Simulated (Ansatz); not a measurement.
**C₃H₉O₂Sb: a ladder of functionals and wavefunction methods**

The task here is to estimate one member of a computed series from the others.

The runs use Ansatz 0.2.0, Gaussian basis; functionals in def2-TZVPP, the program's frozen cores in correlated methods.

Plan: PBE-D4, r2SCAN-D4, PBE0-D4, B3LYP-D4, ωB97X-V, ωB97M-V, B2PLYP; CCSD(T)/def2-TZVPP; MP2/def2-QZVPP; extrapolation to the limit.

### The geometry

An earlier PBE0-D4 in a triple-zeta def2 set relaxation fixed the geometry. Sb takes the def2 core potential; no spin-orbit term is included.

15 atoms, charge 0, spin multiplicity 1.

Atoms are counted from 1 here; the program's logs count them from 0.

Bond lengths: C1–C2 1.509 Å, C1–H7 1.093 Å, C1–H8 1.092 Å, C1–H9 1.092 Å, C2–O3 1.415 Å, C2–H10 1.101 Å, C2–H11 1.099 Å, O3–Sb4 1.962 Å, Sb4–O5 1.953 Å, Sb4–H12 1.724 Å, O5–C6 1.410 Å, C6–H13 1.098 Å, C6–H14 1.095 Å, C6–H15 1.093 Å. Angles: C2–C1–H7 110.5°, C2–C1–H8 110.3°, C2–C1–H9 110.6°, H7–C1–H8 108.5°, H7–C1–H9 108.6°, H8–C1–H9 108.2°, C1–C2–O3 108.9°, C1–C2–H10 109.8°, C1–C2–H11 110.0°, O3–C2–H10 111.1°, O3–C2–H11 110.1°, H10–C2–H11 106.9°, C2–O3–Sb4 118.5°, O3–Sb4–O5 98.4°, O3–Sb4–H12 89.1°, O5–Sb4–H12 95.1°, Sb4–O5–C6 119.7°, O5–C6–H13 111.6° and more.

Set-up of the first run:

in.yaml

```yaml
crystal:
  periodic: [false, false, false]
  atoms:
    - {symbol: C, position_ang: [0.774455, -0.884738, -2.319735]}
    - {symbol: C, position_ang: [0.436121, 0.255059, -1.390009]}
    - {symbol: O, position_ang: [-0.654918, -0.126021, -0.574257]}
    - {symbol: Sb, position_ang: [-1.615337, 1.270018, 0.414995]}
    - {symbol: O, position_ang: [-0.434032, 1.386151, 1.966328]}
    - {symbol: C, position_ang: [-0.068460, 0.212065, 2.655964]}
    - {symbol: H, position_ang: [1.628624, -0.624764, -2.950351]}
    - {symbol: H, position_ang: [1.026516, -1.779577, -1.747086]}
    - {symbol: H, position_ang: [-0.075357, -1.119376, -2.963886]}
    - {symbol: H, position_ang: [0.196897, 1.155990, -1.976047]}
    - {symbol: H, position_ang: [1.306474, 0.501690, -0.766516]}
    - {symbol: H, position_ang: [-2.632505, 0.052261, 1.089292]}
    - {symbol: H, position_ang: [-0.941663, -0.285889, 3.097340]}
    - {symbol: H, position_ang: [0.438439, -0.506003, 2.002224]}
    - {symbol: H, position_ang: [0.614746, 0.493124, 3.461745]}
basis:
  gaussian: {orbitals: def2-TZVPP}
hamiltonian: {xc: pbe, dispersion: d4}
output: {forces: true, orbitals: {seedname: orbitals}}
```

The run is started by

```console
$ ansatz run in.yaml --threads 2 --pin off --events-out ev --progress --plain --max-ram 32768MiB --backend cuda --devices 0, --max-vram 18GiB
```

Among the steps run: PBE-D4 (GGA); r2SCAN-D4 (meta-GGA); PBE0-D4 (hybrid); B3LYP-D4 (hybrid); ωB97X-V (range-separated); ωB97M-V (range-separated); B2PLYP (double hybrid); CCSD(T) in def2-TZVPP; MP2 in def2-QZVPP.

One of the session's tables, all rows but one given; the rest of the session is left out.

| method | atoms, summed (eV) | atomisation energy (kJ/mol) |
| --- | --- | --- |
| PBE-D4 | -13826.411 | 5562.8 |
| r2SCAN-D4 | -13834.962 | 5443.1 |
| PBE0-D4 | -13828.431 | 5432.5 |
| B3LYP-D4 | -13839.280 | 5453.4 |
| ωB97X-V | -13833.355 | 5465.9 |
| ωB97M-V | -13832.087 | 5445.3 |
| B2PLYP | -13825.568 | 5381.9 |
| HF/def2-TZVPP | -13782.138 | 3814.0 |
| MP2/def2-TZVPP | -13803.013 | 5359.0 |
| CCSD/def2-TZVPP | -13805.409 | 5209.6 |
| CCSD(T)/def2-TZVPP | ? | ? |
| MP2/CBS | -13816.668 | 5517.5 |
| CCSD(T)/CBS | -13819.549 | 5456.3 |

Estimate the missing values for CCSD(T)/def2-TZVPP.

**Answer.** atoms, summed (eV): -13805.894; atomisation energy (kJ/mol): 5297.8. In the column «atoms, summed (eV)» it lies between MP2/CBS (-13816.668) and CCSD/def2-TZVPP (-13805.409).

Limits of these values: Free atoms (3 C, 2 O, 1 Sb, 9 H) were run apart at each level; the atomisation energy is their sum less the molecule, without zero-point or spin-orbit terms.
